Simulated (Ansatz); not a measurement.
# CH₃BZn: vertical ionisation energy

The task here is to estimate one member of a computed series from the others.

The runs use Ansatz 0.2.0, Gaussian basis; unrestricted cation, the program's frozen cores in correlated methods.

Plan: UKS PBE-D4/def2-TZVPP; UKS r2SCAN-D4/def2-TZVPP; UKS PBE0-D4/def2-TZVPP; UKS B3LYP-D4/def2-TZVPP; UKS wB97X-V/def2-TZVPP; UKS wB97M-V/def2-TZVPP; UKS B2PLYP (frozen core with 3s3p of Cu, Zn)/def2-TZVPP; UHF-CCSD(T) with 3s3p of Cu, Zn/def2-TZVPP; UHF-MP2 with 3s3p of Cu, Zn/def2-QZVPP; extrapolation to the limit; then −ε(HOMO) from the neutral's earlier runs with LDA (SPW92), PBE-D4, revPBE-D4, BLYP-D4, r2SCAN-D4, B97M-V, PBE0-D4, B3LYP-D4, r2SCANh-D4, r2SCAN0-D4, HSE06-D4, BHLYP-D4, CAM-B3LYP-D4, LC-ωPBE, ωB97X-V, ωB97M-V.

## The relaxed structure

An earlier PBE0-D4 in a triple-zeta def2 set relaxation fixed the geometry.

6 atoms, charge 0, spin multiplicity 1.

Atoms are counted from 1 here; the program's logs count them from 0.

Bond lengths: B1–C2 1.401 Å, B1–Zn3 2.275 Å, B1–H4 1.185 Å, C2–H5 1.081 Å, C2–H6 1.093 Å. Angles: C2–B1–Zn3 105.7°, C2–B1–H4 154.2°, Zn3–B1–H4 100.2°, B1–C2–H5 129.3°, B1–C2–H6 116.9°, H5–C2–H6 113.8°.

Set-up of the first run:

File in.yaml:

```yaml
crystal:
  periodic: [false, false, false]
  atoms:
    - {symbol: B, position_ang: [-0.446133, -0.413197, -0.289047]}
    - {symbol: C, position_ang: [0.041232, 0.707592, 0.396554]}
    - {symbol: Zn, position_ang: [1.380027, -1.683926, -0.764554]}
    - {symbol: H, position_ang: [-1.297271, -1.082069, -0.770249]}
    - {symbol: H, position_ang: [1.058226, 0.956636, 0.666430]}
    - {symbol: H, position_ang: [-0.693981, 1.451064, 0.714668]}
basis:
  gaussian: {orbitals: def2-TZVPP}
total_charge: 1
magnetization: {spin_polarized: true, initial_magnetization: 1}
hamiltonian: {xc: pbe, dispersion: d4}
```

The run is started by

```bash
$ ansatz run in.yaml --threads 2 --pin off --events-out ev --progress --plain --max-ram 4352MiB
```

Among the steps run: Cation, UKS PBE-D4/def2-TZVPP; Cation, UKS r2SCAN-D4/def2-TZVPP; Cation, UKS PBE0-D4/def2-TZVPP; Cation, UKS B3LYP-D4/def2-TZVPP; Cation, UKS wB97X-V/def2-TZVPP; Cation, UKS wB97M-V/def2-TZVPP; Cation, UKS B2PLYP (frozen core with 3s3p of Cu, Zn)/def2-TZVPP; Cation, UHF-CCSD(T) with 3s3p of Cu, Zn/def2-TZVPP; Cation, UHF-MP2 with 3s3p of Cu, Zn/def2-QZVPP.

One table of the session follows, with a row left open; its other results are not shown here.

Orbital estimates, from the neutral's runs:

```
  functional  −ε(HOMO) (eV)
 LDA (SPW92)           5.51
      PBE-D4           5.31
   revPBE-D4           5.24
     BLYP-D4           5.17
   r2SCAN-D4           5.51
      B97M-V           5.49
     PBE0-D4           6.31
    B3LYP-D4           6.13
  r2SCANh-D4           5.89
  r2SCAN0-D4              ?
    HSE06-D4           5.91
    BHLYP-D4           7.19
CAM-B3LYP-D4           7.63
     LC-ωPBE           8.96
     ωB97X-V           8.61
     ωB97M-V           8.53
```

Q: Estimate the row for r2SCAN0-D4 from the others.

Worked estimate for «−ε(HOMO) (eV)». Against the share of exact exchange, r2SCAN-D4 (0, 5.51), r2SCANh-D4 (0.1, 5.89) give a slope of 3.80 per unit share; at 0.25 the line stands at 6.46.

The run gave: −ε(HOMO) (eV): 6.45. In «−ε(HOMO) (eV)» the line misses by +0.01.
